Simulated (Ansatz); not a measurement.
This script makes a comparison of norm-conserving and PAW potentials of Zr3Mn, space group Pm-3m with Ansatz 0.2.0 through its Python package.

The script reads `POSCAR_zr3mn`:
```text
Zr3Mn
1.0
   4.37322000    0.00000000    0.00000000
   0.00000000    4.37322000    0.00000000
   0.00000000    0.00000000    4.37322000
Zr Mn
3 1
Direct
   0.00000000    0.50000000    0.50000000
   0.50000000    0.00000000    0.50000000
   0.50000000    0.50000000    0.00000000
   0.00000000    0.00000000    0.00000000
```

Script `nc_paw.py`:
```python
"""Norm-conserving against PAW potentials for Zr3Mn."""

import ansatz as az
from ase.io import read
import numpy as np

params = {
    "xc": "pbesol",
    "k_spacing": 0.32,
    "smearing": "Fermi-Dirac",
}


def count_gap(report):
    # lowest empty less highest filled band, counting bands; zero where they overlap
    return max(report.get("gap_by_band_count_ev") or 0.0, 0.0)

atoms = read("POSCAR_zr3mn", format="vasp")
zr3mn = az.Crystal.from_ase(atoms).moments(Mn=5.2)

calculation = (
    zr3mn.calculation()
    .functional(params["xc"])
    .kpoints(spacing=params["k_spacing"])
    .occupations(params["smearing"], width=100 * az.meV)
    .spin("collinear")
    .stress()
    .forces()
    .band_table()
)
variants = {
    "PAW": calculation.pseudopotentials("paw"),
    "norm-conserving": calculation.pseudopotentials("nc"),
}
# totals differ by the cores that each treatment holds, so compare what does not depend on them
rows = []
for label, variant in variants.items():
    rep = variant.run(threads=1, backend="cpu").report
    levels = np.array(rep["eigenvalues_ev"][0]) - rep["fermi_energy_ev"]
    print(label, "levels at the first k-point near E_F:", np.round(levels[np.abs(levels) < 5], 3))
    rows.append((label, rep["n_electrons"], np.trace(rep["stress_gpa"]) / 3, count_gap(rep), rep["magnetization_mub"]))
lines = [",".join(["treatment", "electrons in bands", "P GPa", "gap by band count eV", "moment muB"])] + [",".join(f"{v:.4f}" if isinstance(v, float) else str(v) for v in row) for row in rows]
print("\n".join(lines))
with open("nc_paw.csv", "w") as handle:
    handle.write("\n".join(lines) + "\n")
```

How well do the two treatments of the cores agree on the pressure?

PAW gives -4.262 GPa and norm-conserving -3.885 GPa, 0.38 GPa apart (a gap this large is an error of one set of files, which an all-electron run can settle). They took 5.8 and 18.9 s of processor time.

The output:

```console
$ python nc_paw.py
DeckWarning: basis.ecutwfc = 420 eV, auto-derived from the records' recommended cutoffs: set by Zr (normal level)
DeckWarning: where an SCF of this run starts from atoms to list the orders of its open shells, Mn (site 3, from 0) starts with 5.00 μB on its 3d shell, in the place of the 5.20 μB that the deck gives it: its open shells can hold no more by Hund's first rule. [...]
PAW levels at the first k-point near E_F: [-3.592 -3.425 -3.425 -2.97  -2.97  -2.97  -0.615 -0.615 -0.615  0.143
  0.143  2.577  2.577  2.577  3.268  3.268  3.268]
DeckWarning: basis.ecutwfc = 1306.14654 eV, auto-derived from the records' recommended cutoffs: set by Mn (normal level)
norm-conserving levels at the first k-point near E_F: [-3.59  -3.485 -3.485 -3.036 -3.036 -3.036 -0.648 -0.648 -0.648  0.088
  0.088  2.571  2.571  2.571  3.256  3.256  3.256]
treatment,electrons in bands,P GPa,gap by band count eV,moment muB
PAW,51.0000,-4.2621,0.0000,3.6324
norm-conserving,51.0000,-3.8854,0.0000,3.7082
```
(Warnings from the package without file and line, shortened.)

Notes:
- The magnetic order follows from the starting moments and needn't be the lowest.
- The computed bands are complete only to about 2.7 eV above the Fermi level.
- For a metal this k-point mesh is coarse: on a finer one energies can move by several to tens of meV an atom and pressures by half a GPa or more, differences at one mesh by less.
- A gap by band count of zero or less means overlapping bands, a metal.
- This cell is a computed structure, which may not be the phase found in nature.
- Levels are Kohn-Sham eigenvalues on this mesh, without spin-orbit coupling.
- Stress is positive in compression.
- Wall time of the script: 26 s on 1 thread of Arm Neoverse V1, with other jobs on the host, peak memory 0.79 GiB.
